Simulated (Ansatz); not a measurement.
# HfZrS4: from a guess to a relaxed structure

Where does this trial cell of HfZrS4 go when cell and atoms are let free?

Program: Ansatz 0.2.0. Level of theory: DFT PBE, scalar-relativistic, plane waves, PAW. These are calculated values, not measurements.

### Step 1. The starting structure

The structure is monoclinic, space group C2/m (No. 12). The conventional cell has a = 13.198 Å, b = 3.607 Å, c = 6.247 Å, α = 90.00°, β = 118.25°, γ = 90.00°. Zr (site symmetry 2/m) is surrounded by 6 S at 2.54 Å. Around Hf (site symmetry 2/m) lie 6 S at 2.54 Å. S (site symmetry m) is surrounded by 1 Zr at 2.54 Å and 2 Hf at 2.54 Å. S (site symmetry m) has 1 Hf at 2.54 Å and 2 Zr at 2.54 Å as nearest neighbours.

As a file:

```xyz
6
Lattice="6.5990 -1.8035 0.0000 6.5990 1.8035 0.0000 -2.9573 0.0000 5.5031" Properties=species:S:1:pos:R:3 pbc="T T T"
Zr    5.1203    0.0000    2.7516
Hf    0.0000    0.0000    0.0000
S     4.8301    0.0000    0.2315
S     9.9505    0.0000    2.9831
S     5.4106    0.0000    5.2716
S     0.2902    0.0000    2.5201
```

The start is an ordering of an alloy on its end members' structure types: elements ordered on the sites of the ZrS2 type, Hf/Zr on Zr (C2/m, No. 12).

### Step 2. The guess as it stands, on a coarse mesh

File input.yaml:

```yaml
crystal:
  lattice:
    - [6.59898083, -1.80346877, 0.0]
    - [6.59898083, 1.80346877, 0.0]
    - [-2.95727449, 0.0, 5.50313755]
  atoms:
    - { symbol: Zr, position: [0.5, 0.5, 0.5] }
    - { symbol: Hf, position: [0.0, 0.0, 0.0] }
    - { symbol: S, position: [0.3754, 0.3754, 0.04206667] }
    - { symbol: S, position: [0.8754, 0.8754, 0.54206667] }
    - { symbol: S, position: [0.6246, 0.6246, 0.95793333] }
    - { symbol: S, position: [0.1246, 0.1246, 0.45793333] }
basis:
  ecutwfc: 420
kpoints:
  mp_grid: { grid: [6, 6, 6] }
hamiltonian:
  xc: pbe
scf:
  occupations: { method: gaussian, width: 0.1 }
  lower_state_search: "off"
output:
  forces: true
  stress: true
  eigenvalues: true
```

Launch:

```sh
> ansatz run input.yaml --threads 1 --pin off --max-ram 2560MiB --backend cpu --events-out ev --progress --plain --runs-dir out
```

Further runs follow: a loose first relaxation; full relaxation.

What does the calculation give? Wanted: conventional cell; volume; energy over the elements; gap on the mesh.

The runs gave:

| quantity | value |
| --- | --- |
| symmetry at the end (tolerance 0.02 Å) | space group C2/m (No. 12) |
| conventional cell | a = 14.996 Å, b = 3.669 Å, c = 6.352 Å, α = 90.00°, β = 115.03°, γ = 90.00° |
| volume | 26.39 Å³/atom |
| energy over the elements | -1.57 eV/atom |
| gap on the mesh | 1.15 eV |

The space group C2/m (No. 12) is kept, and the volume per atom grows by 20.9 % from the first guess. A negative formation energy is needed for stability but isn't enough; other structures and compounds were not set against it here. No finished test with a distortion of lower symmetry is shown, so the end may be a saddle point. Spin-orbit coupling is left out, which matters for the bands of Hf.
